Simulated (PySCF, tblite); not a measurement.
**C₃H₉Cl₂FGa₂: geometry, infrared bands and NMR shifts**

What infrared bands and NMR shifts should C₃H₉Cl₂FGa₂ (`C[CH](C)[Ga-]1([F])[Cl+][GaH2-][Cl+]1`) show?

The runs use tblite 0.8.0 and PySCF 2.14.0, with density-fitted response routines of our own; the level of theory stands in each step. All values are computed, except where a source is named. Atoms are numbered from 0 throughout.

### Step 1. The molecule as given

17 atoms, charge 0, multiplicity 1; geometry from: force field or distance geometry start.

Bonds of the start (Å): C0–C1 1.50, C1–C2 1.51, C1–Ga3 1.99, Ga3–F4 1.79, Ga3–Cl5 2.21, Cl5–Ga6 2.20, Ga6–Cl7 2.21, Cl7–Ga3 2.20, C0–H8 1.10, C0–H9 1.09, C0–H10 1.12, C1–H11 1.11, C2–H12 1.10, C2–H13 1.10, C2–H14 1.12, Ga6–H15 1.62, Ga6–H16 1.59.

### Step 2. Geometry optimisation with GFN2-xTB

What the job is given:

```
{"job": {"kind": "relax", "xc": "GFN2-xTB", "basis": "xTB"}, "charge": 0, "multiplicity": 1}
C     -1.213600     1.300500     0.147400
C     -0.913900    -0.088400    -0.334900
C     -2.068000    -1.036900    -0.088100
Ga     0.640900    -0.872900     0.637800
F      0.245400    -2.176800     1.805700
Cl     2.222000    -1.371700    -0.817800
Ga     3.188400     0.552100    -0.378400
Cl     2.060400     0.562600     1.523600
H     -0.722000     1.432600     1.120800
H     -0.879300     1.992300    -0.629500
H     -2.322100     1.355100     0.312800
H     -0.734300    -0.079600    -1.428600
H     -1.688400    -2.041800     0.129300
H     -2.648400    -0.619200     0.753900
H     -2.728700    -1.126000    -0.992200
H      4.789100     0.439800    -0.182600
H      2.765400     1.790300    -1.290200
```

Started as:

```sh
$ OMP_NUM_THREADS=1 python probes_run.py task.json out
```

This one command runs all jobs of the session in turn.

**Question.** This job is followed by: GFN2-xTB harmonic vibrations, gas phase; GIAO PBE0/pcSseg-1 NMR shielding, non-relativistic, gas phase. What will the session give for the following? strongest single infrared mode (GFN2-xTB); zero-point energy (GFN2-xTB); 13C shifts against TMS (PBE0/pcSseg-1, means over atoms taken as alike); 1H shifts against TMS (PBE0/pcSseg-1, means over atoms taken as alike); 19F shifts against CFCl3 (PBE0/pcSseg-1); 35Cl shifts against HCl (PBE0/pcSseg-1, means over atoms taken as alike); shieldings of Ga (PBE0/pcSseg-1).

The runs gave:

```
                                                                quantity                       value
                               strongest single infrared mode (GFN2-xTB)        532 cm⁻¹, 380 km/mol
                                            zero-point energy (GFN2-xTB)               67.5 kcal/mol
 13C shifts against TMS (PBE0/pcSseg-1, means over atoms taken as alike)              40.3, 21.9 ppm
  1H shifts against TMS (PBE0/pcSseg-1, means over atoms taken as alike)  5.36, 5.20, 2.25, 1.62 ppm
                                19F shifts against CFCl3 (PBE0/pcSseg-1)                  -149.3 ppm
35Cl shifts against HCl (PBE0/pcSseg-1, means over atoms taken as alike)                      44 ppm
                                        shieldings of Ga (PBE0/pcSseg-1)  Ga6 1438.9, Ga3 1587.0 ppm
```

In words: Over 195 steps the energy fell by 0.872 eV; of the close pairs, Ga3–Cl7 changed most, 2.205 to 2.381 Å. All 45 modes are real, so the xTB geometry is a minimum. The strongest single mode, at 532 cm⁻¹, moves mainly H16 and H15. Unscaled tight-binding wavenumbers are off by several per cent, some by more. Its intensities can rank the bands wrongly. At PBE0/pcSseg-1: The largest span, 497 ppm, is at Ga3, where the paramagnetic term is -1052 ppm. Spin-orbit coupling is left out, which matters for shieldings and couplings at and beside the heavy atoms.
